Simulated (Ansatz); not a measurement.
I need harmonic frequencies at the relaxed geometry of AlAsH₃NS, SMILES N[As]1[AlH][S]1. Use the Ansatz DFT code, driven from Python. Level of theory (for the species named): PBE0, def2-SVP basis, multiplicity 1.

```csv
atom,x (Å),y (Å),z (Å)
N,-1.0113,0.8383,0.4272
As,0.2644,0.6613,-0.9289
Al,1.1363,-1.3160,0.1939
S,-0.3713,-1.3804,-1.4382
H,-1.8968,1.2823,-0.0731
H,-0.7033,1.6271,1.0724
H,2.6431,-1.7805,0.7011
```

Script `alash3ns.py`:
```python
# -*- coding: utf-8 -*-
import ansatz as az
import numpy as np

geometry_ang = [
    ("N", (-1.0113, 0.8383, 0.4272)),
    ("As", (0.2644, 0.6613, -0.9289)),
    ("Al", (1.1363, -1.316, 0.1939)),
    ("S", (-0.3713, -1.3804, -1.4382)),
    ("H", (-1.8968, 1.2823, -0.0731)),
    ("H", (-0.7033, 1.6271, 1.0724)),
    ("H", (2.6431, -1.7805, 0.7011)),
]
geometry = az.Crystal.molecule()
for symbol, xyz in geometry_ang:
    geometry = geometry.atom(symbol, xyz)

calc = (
    geometry.calculation()
    .basis(gaussian="def2-SVP")
    .functional("pbe0")
)
symbols = [site.symbol for site in geometry.cartesian_sites]
start = np.array([site.position_ang for site in geometry.cartesian_sites], dtype=float)
data = calc.relax(force_tolerance=0.003).run(threads=1).report
end = np.array(data["positions_ang"])

print("bond        before    after (A)")
for i, j in [(0, 1), (0, 4), (0, 5), (1, 2), (1, 3), (2, 3), (2, 6)]:
    d0, d1 = (np.linalg.norm(xyz[i] - xyz[j]) for xyz in (start, end))
    print(f"{symbols[i]}{i}-{symbols[j]}{j}".ljust(10), f"{d0:8.4f} {d1:8.4f}")
for i, j, k in [(1, 0, 4), (1, 0, 5), (4, 0, 5), (0, 1, 2), (0, 1, 3), (2, 1, 3), (1, 2, 3), (1, 2, 6)]:
    u, v = end[i] - end[j], end[k] - end[j]
    print(f"angle {symbols[i]}{i}-{symbols[j]}{j}-{symbols[k]}{k}: {np.degrees(np.arccos(np.clip(u @ v / np.linalg.norm(u) / np.linalg.norm(v), -1, 1))):.2f} deg")

minimum = az.Crystal.molecule()
for symbol, xyz in zip(symbols, end):
    minimum = minimum.atom(symbol, xyz.tolist())
vibrating = (
    minimum.calculation()
    .basis(gaussian="def2-SVP")
    .functional("pbe0")
    .phonons(temperatures=(200, 600, 100))
)
vib = vibrating.run(threads=1).report["vibrations"]
sums = vib["harmonic_sums"]
modes = [m["omega_inv_cm"] for m in sums["modes_at_gamma"] if m["rigid_motion"] == "no"]
for number, w in enumerate(modes, start=1):
    print(f"mode {number:2d} {w:9.1f} 1/cm {w / 8065.544 * 1000:8.2f} meV")
print("imaginary modes:", sum(w < 0 for w in modes), " zero-point energy:", round(sums["zero_point_energy_ev"], 4), "eV")
print("T (K)   F_vib (eV)   S_vib (meV/K)   C_vib (meV/K)")
for row in zip(sums["temperatures_k"], sums["vibrational_free_energy_ev"], vib["entropy_ev_per_k"], vib["heat_capacity_ev_per_k"]):
    print(f"{row[0]:6.1f} {row[1]:11.4f} {1000 * row[2]:13.4f} {1000 * row[3]:15.4f}")
```

Output of `python alash3ns.py`:
```text
bond        before    after (A)
N0-As1       1.8702   1.8297
N0-H4        1.1098   1.0168
N0-H5        1.0646   1.0149
As1-Al2      2.4353   2.4044
As1-S3       2.1982   2.4438
Al2-S3       2.2228   2.1287
Al2-H6       1.6563   1.5765
angle As1-N0-H4: 114.49 deg
angle As1-N0-H5: 121.30 deg
angle H4-N0-H5: 110.55 deg
angle N0-As1-Al2: 103.76 deg
angle N0-As1-S3: 107.11 deg
angle Al2-As1-S3: 52.08 deg
angle As1-Al2-S3: 64.91 deg
angle As1-Al2-H6: 153.15 deg
mode  1     155.2 1/cm    19.25 meV
mode  2     183.5 1/cm    22.75 meV
mode  3     250.5 1/cm    31.06 meV
mode  4     324.6 1/cm    40.24 meV
mode  5     373.3 1/cm    46.29 meV
mode  6     415.0 1/cm    51.45 meV
mode  7     482.2 1/cm    59.79 meV
mode  8     510.7 1/cm    63.32 meV
mode  9     572.3 1/cm    70.96 meV
mode 10     712.8 1/cm    88.38 meV
mode 11     903.8 1/cm   112.05 meV
mode 12    1555.7 1/cm   192.89 meV
mode 13    1979.2 1/cm   245.40 meV
mode 14    3568.6 1/cm   442.45 meV
mode 15    3681.6 1/cm   456.45 meV
imaginary modes: 0  zero-point energy: 0.9714 eV
T (K)   F_vib (eV)   S_vib (meV/K)   C_vib (meV/K)
 200.0      0.9508        0.3012          0.4755
 300.0      0.9090        0.5316          0.6571
 400.0      0.8453        0.7370          0.7681
 500.0      0.7625        0.9169          0.8435
 600.0      0.6627        1.0759          0.8994
```

The frequencies are harmonic and unscaled, in a modest basis. The result belongs to the one conformer reached from this start, and soft torsions count as harmonic oscillators. Finished in 3.4 min on 1 thread of Arm Neoverse V2, with other jobs on the host, peak memory 0.3 GiB.

(A comment or docstring line of the script was reworded after the run, the code is as it ran; lines on the test bed's own set-up are left out of the output.)
